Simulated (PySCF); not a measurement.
# C4H7B: the cost of one run

Programs: PySCF 2.14.0, with density-fitted response routines of our own. Each step states its level of theory. These are calculated values for one molecule in the gas phase, unless marked as measured. Atoms are numbered from 0 throughout.

### Step 1. The starting structure

12 atoms, charge 0, multiplicity 1; geometry from: GFN2-xTB. The atoms were then displaced at random by about 0.01 Å, so the start is not that level's minimum.

Bonds of the start (Å): B0–C1 1.54, C1–C2 1.50, C2–C3 1.36, C3–C4 1.26, B0–H5 1.19, B0–H6 1.18, C1–H7 1.06, C1–H8 1.11, C2–H9 1.07, C4–H10 1.08, C4–H11 1.07.

### Step 2. Geometry optimisation at PBE0-D3(BJ)/def2-SVP

Job settings and geometry (Å):

```
{"job": {"xc": "PBE0", "basis": "def2-SVP", "d3": "d3bj", "grid": 1, "shake": 0.01, "kind": "geom"}, "charge": 0, "multiplicity": 1}
B     -1.397390     0.535320    -0.145600
C     -1.062370    -0.421780     1.017620
C     -0.073590    -0.865140    -0.020140
C      1.041220    -0.162980    -0.340260
C      2.095240     0.468910    -0.613790
H     -1.002310     1.657830    -0.128700
H     -2.131100     0.226240    -1.009790
H     -1.709910    -1.221030     1.284620
H     -0.592510     0.006730     1.924910
H     -0.282900    -1.767090    -0.555360
H      3.019990     0.242870    -0.098690
H      2.135320     1.271860    -1.323850
```

The run is started by

```bash
> OMP_NUM_THREADS=1 python probes_run.py task.json out
```

This one command runs all jobs of the session in turn.

Q: Estimate the wall time and peak memory of this first job on 1 thread of Arm Neoverse V2, shared host.

About 61 s, with a peak of 0.44 GiB.
